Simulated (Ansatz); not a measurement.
What does this script print? It uses Ansatz 0.2.0 through its Python package.

Script `c2h5alo2_methods.py`:
```python
'''C2H5AlO2 at several levels of theory.'''

from pathlib import Path

import ansatz as az
import numpy as np

geometry_ang = [
    ('C', (0.5497, -1.1689, 1.4752)),
    ('O', (-0.1401, -1.6505, 0.3267)),
    ('Al', (-0.1173, -0.3986, -1.0575)),
    ('C', (-0.3893, 1.475, -1.343)),
    ('O', (-0.9818, 0.6031, -2.3409)),
    ('H', (1.5748, -0.8952, 1.2602)),
    ('H', (0.4862, -1.8803, 2.2757)),
    ('H', (0.0194, -0.1955, 1.8277)),
    ('H', (-1.2675, 1.953, -0.7013)),
    ('H', (0.349, 2.1068, -1.7199)),
]
system = az.Crystal.molecule()
for symbol, xyz in geometry_ang:
    system = system.atom(symbol, xyz)

base = system.calculation().basis(gaussian='cc-pVDZ')

print('functional    E (Ha)        dipole (D)   HOMO (eV)  LUMO (eV)')
for name in ['hf', 'lda', 'r2scan0', 'r2scan', 'blyp']:
    summary = base.functional(name).forces().orbitals().run(threads=1, runs_dir='runs').report
    lines = Path(summary['orbitals_path']).read_text().splitlines()
    field_of = lambda key: [line.split('=')[1].strip() for line in lines if line.startswith(key)]
    orbitals = [(27.211386 * float(e), s, float(n)) for e, s, n in zip(field_of('Ene='), field_of('Spin='), field_of('Occup='))]
    homo = max(e for e, _, n in orbitals if n > 0.5)
    lumo = min(e for e, _, n in orbitals if n < 0.5)
    dipole = 4.803205 * np.linalg.norm(summary['charge_distribution']['dipole_moment_e_ang'])
    print(f'{name:10s} {summary["free_energy_ev"] / 27.211386246:14.6f} {dipole:9.3f} {homo:11.3f} {lumo:10.3f}')
```

Output of `python c2h5alo2_methods.py`:
```text
functional    E (Ha)        dipole (D)   HOMO (eV)  LUMO (eV)
hf            -470.232583     3.579      -8.853      0.114
lda           -469.176258     2.623      -4.894     -3.736
r2scan0       -471.866073     3.026      -6.112     -2.632
r2scan        -471.907405     2.818      -4.948     -3.308
blyp          -471.992182     2.639      -4.584     -3.433
```

Total energies depend on the basis set; only differences at equal settings carry meaning. The geometry is a force-field or estimated start, not a minimum of this method, and the basis set is short of its limit. A lower total doesn't mark the better method: functionals have no common bound, and MP2 and coupled cluster aren't variational. Levels such as HOMO and LUMO are orbital energies: with these approximate functionals they aren't the ionisation energy and electron affinity, and their gap isn't the fundamental gap. For Al to Cl the sets with a tight d function, cc-pV(X+d)Z, are usual. Timing: 22 s on 1 thread of Arm Neoverse V2 (shared host), peak memory 0.27 GiB.
